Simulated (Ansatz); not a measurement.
# Ga4AsP3: the band gap up the ladder of functionals

The task here is to estimate one member of a computed series from the others.

The runs shown are made with Ansatz 0.2.0. PAW datasets, plane waves. Spin-unpolarised throughout. Whether this structure exists isn't addressed.

### Starting point

The cell was relaxed beforehand with r2SCAN.

It is monoclinic, Pm (No. 6); conventional cell a = 6.397 Å, b = 3.881 Å, c = 6.717 Å, β = 90.0°, 20.85 Å³ an atom. Near P stand 4 Ga at 2.37–2.38 Å; near P stand 4 Ga at 2.36–2.37 Å; near P stand 4 Ga at 2.35–2.38 Å; near As stand 4 Ga at 2.42–2.45 Å; near Ga stand 3 P at 2.36–2.37 Å and 1 As at 2.43 Å.

The structure in full:

```cif
data_structure
_symmetry_space_group_name_H-M 'Pm'
_symmetry_Int_Tables_number 6
_cell_length_a 6.3974
_cell_length_b 3.8808
_cell_length_c 6.7169
_cell_angle_alpha 90.000
_cell_angle_beta 90.006
_cell_angle_gamma 90.000
_cell_volume 166.76
loop_
_atom_site_label
_atom_site_type_symbol
_atom_site_symmetry_multiplicity
_atom_site_Wyckoff_symbol
_atom_site_fract_x
_atom_site_fract_y
_atom_site_fract_z
_atom_site_occupancy
P1 P 1 a 0.00056 0.00000 0.33079 1
P2 P 1 b 0.99876 0.50000 0.83559 1
P3 P 1 b 0.50027 0.50000 0.16753 1
As1 As 1 a 0.49795 0.00000 0.66603 1
Ga1 Ga 1 a 0.62939 0.00000 0.32638 1
Ga2 Ga 1 b 0.62919 0.50000 0.84053 1
Ga3 Ga 1 b 0.12827 0.50000 0.16667 1
Ga4 Ga 1 a 0.11562 0.00000 0.66647 1
```

The first run:

Input file input.yaml:

```yaml
crystal:
  lattice:
    - [6.3973822449, 0.0, 0.0003112478]
    - [0.0, 3.8807973677, 0.0]
    - [0.0003299387, 0.0, 6.716942328]
  atoms:
    - { symbol: P, position: [-0.0005561977, 0.0, 0.3307920836] }
    - { symbol: P, position: [0.0012390729, 0.5, 0.8355916805] }
    - { symbol: P, position: [0.4997347524, 0.5, 0.1675334806] }
    - { symbol: As, position: [0.5020536499, 0.0, 0.6660286639] }
    - { symbol: Ga, position: [0.3706092519, 0.0, 0.3263827276] }
    - { symbol: Ga, position: [0.3708116198, 0.5, 0.8405320415] }
    - { symbol: Ga, position: [0.8717297021, 0.5, 0.1666743209] }
    - { symbol: Ga, position: [0.8843781487, 0.0, 0.6664650014] }
kpoints:
  mp_grid: { grid: [4, 6, 4] }
  band_path:
    path:
      - [0.0, 0.0, 0.0]
      - [-9.123468552399e-35, -0.5, 6.159561954812e-23]
      - [-9.490000812135e-22, -0.5, -0.5]
      - [-9.490000812135e-22, 1.765206078529e-23, -0.5]
      - [0.0, 0.0, 0.0]
      - [-0.5, -7.613600513844e-19, -0.5]
      - [-0.5, -0.5, -0.5]
      - [-9.123468552399e-35, -0.5, 6.159561954812e-23]
      - [-0.5, -0.5, 2.191203492288e-17]
      - [-0.5, -7.613777034452e-19, 2.191203492288e-17]
      - [0.0, 0.0, 0.0]
    npoints: 10
hamiltonian:
  xc: pbe
scf:
  occupations: { method: fermi_dirac, width: 0.02 }
  n_extra_bands: 6
output:
  forces: true
  stress: true
  eigenvalues: true
```

Launch:

```
$ ansatz run input.yaml --threads 4 --pin off --max-ram 6451MiB --backend cpu --events-out ev --progress --plain --runs-dir out
```

Steps of the session up to this table: PBE band path; r2SCAN at the same geometry; HSE06; Single point with PBE+SOC; PBE0 at the same geometry.

One of the session's tables, all rows but one given; the rest of the session is left out.

```
  level  gap (eV)
    PBE      1.12
 r2SCAN         ?
  HSE06      1.92
PBE+SOC      1.08
   PBE0      2.60
```

**Question.** Estimate the row for r2SCAN.

The run gave: gap (eV): 1.49. In the column «gap (eV)» it lies between PBE (1.12) and HSE06 (1.92).

Meshes: PBE 4×6×4, r2SCAN 4×6×4, HSE06 2×4×2, PBE+SOC 4×6×4, PBE0 2×4×2

PBE+SOC gives the least gap, 1.08 eV, and PBE0 the largest, 2.60 eV. PBE reaches 58 % of the HSE06 value, and r2SCAN 78 %. PBE0 lies 0.68 eV above HSE06, which differs from it by screening the long-range exchange.

To keep in mind: Warnings in the runs' records: stress scf threshold loose, stress exchange threshold loose.
